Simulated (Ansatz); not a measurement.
Predict the output of the script below (the Ansatz DFT code, driven from Python).

The script, `run_scan.py`:
```python
'''Potential curve of C2H3NSe along one bond.'''

import ansatz
import numpy as np


def main() -> None:
    geometry_ang = [
        ('N', (-0.0577, 1.0724, 0.6773)),
        ('C', (0.1105, 0.03, -0.2287)),
        ('C', (-0.0877, -1.3842, -0.5061)),
        ('Se', (0.8754, -0.4908, -1.8154)),
        ('H', (-0.5967, 0.9485, 1.5534)),
        ('H', (0.2246, 2.0905, 0.4139)),
        ('H', (-0.4073, -2.3344, -0.14)),
    ]
    geometry = ansatz.Crystal.molecule()
    for symbol, xyz in geometry_ang:
        geometry = geometry.atom(symbol, xyz)

    symbols = [site.symbol for site in geometry.cartesian_sites]
    start = np.array([site.position_ang for site in geometry.cartesian_sites])
    axis = (start[5] - start[0]) / np.linalg.norm(start[5] - start[0])
    moving = [5]
    lengths, energies = [0.93, 1.0, 1.09, 1.2, 1.36, 1.63, 1.96, 2.4], []
    for length in lengths:
        xyz = start.copy()
        xyz[moving] += (length - np.linalg.norm(start[5] - start[0])) * axis
        point = ansatz.Crystal.molecule()
        for symbol, xyz in zip(symbols, xyz):
            point = point.atom(symbol, xyz.tolist())
        model = (
            point.calculation()
            .basis(gaussian='def2-SVP')
            .functional('pbe')
            .accuracy('high')
            .spin('collinear')
        )
        r = model.run(threads=1, pin='off').report
        energies.append(r['free_energy_ev'])
        print(f'r = {length:6.3f} A  E = {energies[-1]:.5f} eV  <S^2> = {abs(r["mean_field"]["state"]["spin_squared"]):.3f}')

    print('energy above the lowest point (eV):', [round(e - min(energies), 3) for e in energies])


if __name__ == '__main__':
    main()
```

```console
$ python run_scan.py
r =  0.930 A  E = -68934.01289 eV  <S^2> = 0.000
r =  1.000 A  E = -68934.21719 eV  <S^2> = 0.000
r =  1.090 A  E = -68934.12753 eV  <S^2> = 0.000
r =  1.200 A  E = -68933.71829 eV  <S^2> = 0.000
r =  1.360 A  E = -68932.88465 eV  <S^2> = 0.000
r =  1.630 A  E = -68931.66141 eV  <S^2> = 0.394
r =  1.960 A  E = -68931.21411 eV  <S^2> = 0.906
r =  2.400 A  E = -68931.19224 eV  <S^2> = 1.003
energy above the lowest point (eV): [0.204, 0.0, 0.09, 0.499, 1.333, 2.556, 3.003, 3.025]
```

Caveats:
- The settings weren't tested for convergence.
- The rest of the molecule is held rigid at a force-field or estimated start geometry, and the basis set is modest; single-reference methods fail as a bond breaks.
- The expectation value of S² is noticeably off S(S+1) in at least one run, so that state is spin-contaminated.
- Hardware and time: 58 s on 1 thread of AMD EPYC 9R45 (Zen 5) (shared host), peak memory 0.38 GiB.

(Lines on the test bed's own set-up are left out of the output.)
